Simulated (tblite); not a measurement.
# C13H19Cl3: the cost of one run

Programs: PySCF 2.14.0 with density-fitted response routines of our own, and tblite 0.8.0. All values are computed, except where a source is named. Atoms count from 0 throughout.

## 1. The starting structure

35 atoms, charge 0, multiplicity 1; geometry from: MMFF94s geometry.

Bonds of the start (Å): C0–C1 1.35, C0–H16 1.08, C0–H17 1.09, C10–C11 1.56, C10–H27 1.10, C10–H28 1.10, C11–C12 1.53, C11–C14 1.53, C11–Cl13 1.81, C12–H29 1.10, C12–H30 1.11, C12–H31 1.09, C14–C15 1.34, C14–H32 1.10, C15–H33 1.08, C15–H34 1.10, C1–C2 1.51, C1–H18 1.09, C2–C10 1.56, C2–C4 1.58, C2–Cl3 1.79, C4–C5 1.56, C4–H19 1.11, C4–H20 1.10 and more.

## 2. GFN2-xTB relaxation, conformer 1

Job settings and geometry (Å):

```
{"job": {"xc": "GFN2-xTB", "basis": "xTB", "kind": "relax"}, "charge": 0, "multiplicity": 1}
C     -0.247000     0.087700     2.616000
C     -0.105100     0.676900     1.407700
C     -0.097100     0.045000     0.037000
Cl    -0.499900    -1.698000     0.074400
C     -1.151400     0.781400    -0.873000
C     -2.690600     0.653700    -0.654100
C     -3.134100     1.023400     0.762600
Cl    -3.447600     1.915600    -1.747200
C     -3.239200    -0.665300    -1.170100
C     -4.041000    -1.534000    -0.524100
C      1.282900     0.213300    -0.673600
C      2.625500    -0.168100     0.020200
C      2.645300    -1.531800     0.715800
Cl     3.059200     1.066900     1.267700
C      3.700600    -0.183900    -1.074100
C      4.709000     0.663300    -1.296200
H     -0.419200    -0.971300     2.746000
H     -0.213500     0.680100     3.525300
H      0.067600     1.754400     1.432300
H     -0.893800     1.856800    -0.838100
H     -0.951700     0.492900    -1.917500
H     -2.847100     0.259400     1.495600
H     -2.702400     1.985900     1.098200
H     -4.232300     1.110300     0.832100
H     -2.963400    -0.910100    -2.191400
H     -4.386600    -1.380500     0.495700
H     -4.365800    -2.438000    -1.022400
H      1.225400    -0.343500    -1.615400
H      1.378900     1.268100    -0.988000
H      2.374400    -2.333700     0.019300
H      3.660200    -1.773200     1.080400
H      1.974800    -1.574600     1.569000
H      3.617800    -1.035100    -1.765600
H      4.899400     1.538800    -0.690900
H      5.396300     0.499600    -2.141500
```

Command:

```sh
$ OMP_NUM_THREADS=1 python ens_run.py task.json out
```

One launch serves the whole session.

Q: Estimate the wall time of this first job on 1 thread of Intel Xeon 6975P-C, shared host.

About 3.2 s.
